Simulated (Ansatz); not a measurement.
**HfHO+ (septet): the correlation ladder, def2-SVP**

An exercise on one series of results from a longer session: the logs are not shown, and one member is left open.

The runs use Ansatz 0.2.0, Gaussian basis; def2-SVP, core rule «outside noble gas», up to 5 orbitals frozen.

The runs, in order: UHF; CCSD(T) on ROHF; CCSD(T) on UHF; CISD as a restricted active space (open shells left free, so some higher excitations enter); CCSDT(Q) on ROHF; CCSDT(Q) on UHF.

27 further runs of the same task are left out: 12 for a known fault of the program, 2 that didn't finish, 13 set aside as unsound or not needed. Runs told in other sessions of the task aren't counted.

**The geometry**

The geometry is a PBE0/def2-TZVP stationary point (not a proven minimum) of the parent state, kept for this charge and spin. No spin-orbit coupling is included. Elements past krypton take def2 core potentials.

3 atoms, charge 1, spin multiplicity 7.

Atoms are counted from 1 here; the program's logs count them from 0.

Bond lengths: Hf1–O2 2.641 Å, O2–H3 0.989 Å. Angles: Hf1–O2–H3 79.5°.

The first run:

The input, in.yaml:

```yaml
crystal:
  periodic: [false, false, false]
  atoms:
    - {symbol: Hf, position_ang: [0.000000, -0.257744, 1.711606]}
    - {symbol: O, position_ang: [0.000000, -0.360612, -0.927017]}
    - {symbol: H, position_ang: [0.000000, 0.618356, -0.784589]}
basis:
  gaussian: {orbitals: def2-SVP}
total_charge: 1
magnetization: {spin_polarized: true, initial_magnetization: 6}
hamiltonian: {xc: hf}
output: {orbitals: {seedname: orbitals}}
```

Started as:

```sh
$ ansatz run in.yaml --threads 1 --pin off --events-out ev --progress --plain --max-ram 2393MiB
```

Steps of the session up to this table: UHF; CCSD(T) on ROHF; CCSD(T) on UHF; CISD as a restricted active space (open shells left free, so some higher excitations enter); CCSDT(Q) on ROHF; CCSDT(Q) on UHF.

One of the session's tables, all rows but one given; the rest of the session is left out.

It belongs to the step «Misses and costs». 

| method | from RCCSDT(Q) (meV) |
| --- | --- |
| ROHF | +4461.9 |
| UHF | +4139.9 |
| RMP2 | +759.5 |
| UMP2 | +665.4 |
| RCCSD | ? |
| UCCSD | -14.1 |
| RCCSD(T) | +19.3 |
| UCCSD(T) | -73.6 |
| RCCSDT | +2.7 |
| UCCSDT | -88.9 |
| RCCSDT(Q) | 0 |
| UCCSDT(Q) | -91.4 |

**Question.** Estimate the row for RCCSD.

As computed: from RCCSDT(Q) (meV): +81.4. In the column «from RCCSDT(Q) (meV)» it lies between RCCSD(T) (+19.3) and UMP2 (+665.4).

Not comparable, so not listed: CISD as a restricted active space (open shells left free, so some higher excitations enter) (they don't share determinant, frozen orbitals or solution with the rows shown, or repeat one).

To keep in mind: Restricted and unrestricted rows rest on different reference determinants; a gap between their highest levels can come from leftover correlation error, from unlike frozen cores or from another state.
